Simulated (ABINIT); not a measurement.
The system is AgRh.

```xyz
2
Lattice="2.7776 0.0000 0.0000 -1.3888 2.4055 0.0000 0.0000 0.0000 4.8086" Properties=species:S:1:pos:R:3 pbc="T T T"
Ag    0.0000    0.0000    2.4043
Rh    1.3888    0.8018    0.0000
```

The cell comes from a database or a generator and needn't be the stable form of this composition.

Base run:

* Program: ABINIT 10.8.3 (patched build)
* Functional: PBE
* Potentials or basis: JTH PAW PBE v2.0
* Cutoff: 463 eV
* k mesh: 11 × 11 × 6
* Occupations: fermi-dirac, width 0.05 eV
* Spin: no spin polarisation

Its results: band gap on the k mesh none (metal or under the smearing width); pressure -2.3 GPa.

Task: The run is repeated on the same cell with these changes: functional from PBE to PBEsol; potentials or basis from JTH PAW PBE v2.0 to PseudoDojo NC SR PBEsol v0.4.1 standard; cutoff from 463 eV to 1197 eV; valence electrons from 28 to 36. What comes out?

Result: Band gap on the k mesh none (metal or under the smearing width); pressure -10.6 GPa.

Not every run made on this cell is shown here.
